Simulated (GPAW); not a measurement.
Wanted: an ASE script for a GPAW 26.7.0 run.

- Task: band structure
- Functional: PBEsol
- Potentials or basis: PAW data sets generated in the run's folder for this functional
- Cutoff: 600 eV
- Basis: pw
- k mesh: 8 × 8 × 8
- Occupations: fermi-dirac, width 0.05 eV
- Spin: collinear spin, ferromagnetic start
- Starting moments: [0.6, 2.0, 2.0, 2.0] μB
- Hubbard terms: Co d U = 6 eV
- Maxiter: 150
- Band path: GXMGRX,MR
- Band points: 60

Crystal: Co3Ir.

```
CELL_PARAMETERS angstrom
3.58256 0.00000 0.00000
0.00000 3.58256 0.00000
0.00000 0.00000 3.58256
ATOMIC_POSITIONS crystal
Ir 0.00000 0.00000 0.00000
Co 0.50000 0.50000 0.00000
Co 0.50000 0.00000 0.50000
Co 0.00000 0.50000 0.50000
```

The cell comes from a database or a generator and needn't be the stable form of this composition.

These files were run (other wordings do the same):

run.py

```python
from ase import Atoms
from ase.dft.bandgap import bandgap
from ase.io import write
from ase.units import GPa
from gpaw import GPAW, PW, setup_paths

setup_paths.insert(0, '.')

atoms = Atoms(['Ir', 'Co', 'Co', 'Co'],
              cell=[[3.582561, 0.0, 0.0],
                    [0.0, 3.582561, 0.0],
                    [0.0, 0.0, 3.582561]],
              scaled_positions=[[0.0, 0.0, 0.0],
                                [0.5, 0.5, 0.0],
                                [0.5, 0.0, 0.5],
                                [0.0, 0.5, 0.5]],
              pbc=True)
atoms.set_initial_magnetic_moments([0.6, 2.0, 2.0, 2.0])

calc = GPAW(mode=PW(600),
            xc='PBEsol',
            kpts={'size': (8, 8, 8), 'gamma': True},
            occupations={'name': 'fermi-dirac', 'width': 0.05},
            setups={'Co': ':d,6.0'},
            nbands=41,
            convergence={'density': 1e-05, 'energy': 1e-05},
            maxiter=150,
            txt='gpaw.txt')
atoms.calc = calc
energy = atoms.get_potential_energy()
forces = atoms.get_forces()
stress = atoms.get_stress()
calc.write('gs.gpw')
write('result.traj', atoms)
print(f'Energy: {energy:.6f} eV')
print('Forces (eV/A):')
print(forces.round(4))
print('Stress (GPa):', (stress / GPa).round(3))
print('Moments:', calc.get_magnetic_moments().round(3))
print('Fermi level:', round(calc.get_fermi_level(), 4), 'eV')
print(f'Gap: {bandgap(calc)[0]:.4f} eV, direct: {bandgap(calc, direct=True)[0]:.4f} eV')

path = atoms.cell.bandpath('GXMGRX,MR', npoints=60, eps=1e-4)
bs_calc = calc.fixed_density(kpts=path, symmetry='off', nbands=57,
                             convergence={'bands': 'CBM+6.0', 'eigenstates': 1e-6}, txt='bands.txt')
bs = bs_calc.band_structure()
bs.write('bs.json')
print(f'Gap on the path: {bandgap(bs_calc)[0]:.4f} eV')
```

Potentials or basis: PAW data sets generated in the run's folder for this functional, pw.

Launch:

```bash
$ gpaw-setup -f PBEsol Co Ir
$ OMP_NUM_THREADS=1 python run.py
```

It gave:

```
Pressure                : 32.1 GPa
Band gap along the path : none (metal or under the smearing width)
Net moment              : 7.08 μB per cell
Site moments            : Ir +0.21; Co +2.34 μB
```

Caveat: a pressure of tens of GPa on the cell as given is suspect, and the run, the potentials or the cell itself is likely at fault; spin-orbit coupling is left out, which moves the levels of the heavy elements; the U is typed as a test and isn't derived for this compound.

Run time: 7.3 min on 1 thread of Arm Neoverse V1, on a shared host, peak memory 0.46 GiB.
